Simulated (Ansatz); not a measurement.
# B2FGeH3O: small, medium and large basis sets

How large a basis does B2FGeH3O need? Two functionals are run in growing sets.

Method: one geometry, several basis sets; program: Ansatz 0.2.0, Gaussian basis.

Levels to be run: PBE0-D4/def2-SVP; ωB97M-V/def2-SVP; PBE0-D4/def2-QZVPP; ωB97M-V/def2-QZVPP; the functionals' def2-TZVPP values are taken from earlier runs.

## 1. The relaxed structure

The geometry comes from an earlier relaxation with PBE0-D4 in a triple-zeta def2 set; it is a stationary point, not always the lowest conformer.

SMILES `FB1[BH][GeH2][O]1`, 8 atoms, charge 0, spin multiplicity 1.

Atoms are counted from 1 here; the program's logs count them from 0.

Bond lengths: F1–B2 1.326 Å, B2–B3 1.739 Å, B2–O5 1.353 Å, B3–Ge4 2.067 Å, B3–H6 1.187 Å, Ge4–O5 1.871 Å, Ge4–H7 1.538 Å, Ge4–H8 1.538 Å. Angles: F1–B2–B3 132.8°, F1–B2–O5 121.7°, B3–B2–O5 105.5°, B2–B3–Ge4 79.5°, B2–B3–H6 142.1°, Ge4–B3–H6 138.4°, B3–Ge4–O5 77.6°, B3–Ge4–H7 123.0°, B3–Ge4–H8 123.0°, O5–Ge4–H7 107.0°, O5–Ge4–H8 107.0°, H7–Ge4–H8 110.0°, B2–O5–Ge4 97.4°.

## 2. PBE0-D4 in def2-SVP

Contents of in.yaml:

```yaml
crystal:
  periodic: [false, false, false]
  atoms:
    - {symbol: F, position_ang: [2.228561, 0.429094, 1.366219]}
    - {symbol: B, position_ang: [1.131095, 0.198557, 0.659120]}
    - {symbol: B, position_ang: [-0.546297, 0.571052, 0.924976]}
    - {symbol: Ge, position_ang: [-0.659165, -0.395507, -0.898339]}
    - {symbol: O, position_ang: [1.174427, -0.446938, -0.528808]}
    - {symbol: H, position_ang: [-1.279465, 1.089672, 1.701760]}
    - {symbol: H, position_ang: [-0.828178, 0.349690, -2.233332]}
    - {symbol: H, position_ang: [-1.128878, -1.852619, -1.047297]}
basis:
  gaussian: {orbitals: def2-SVP}
hamiltonian: {xc: pbe0, dispersion: d4}
output: {orbitals: {seedname: orbitals}}
```

Command:

```
> ansatz run in.yaml --threads 4 --pin off --events-out ev --progress --plain --max-ram 10444MiB
```

After this run come: ωB97M-V in def2-SVP; PBE0-D4 in def2-QZVPP; ωB97M-V in def2-QZVPP.

Before running them: what should the planned runs give, taken together? Wanted: PBE0-D4: double and triple zeta above quadruple; ωB97M-V: double and triple zeta above quadruple.

**Answer**, as computed:

| quantity | value |
| --- | --- |
| PBE0-D4: double and triple zeta above quadruple | 15.93, 1.56 eV |
| ωB97M-V: double and triple zeta above quadruple | 16.01, 1.50 eV |

In words: For PBE0-D4 the step from double to triple zeta gains 14.37 eV and the next only 1.56 eV. These are total energies; as a rule much of such shifts cancels in differences, which this series doesn't test.
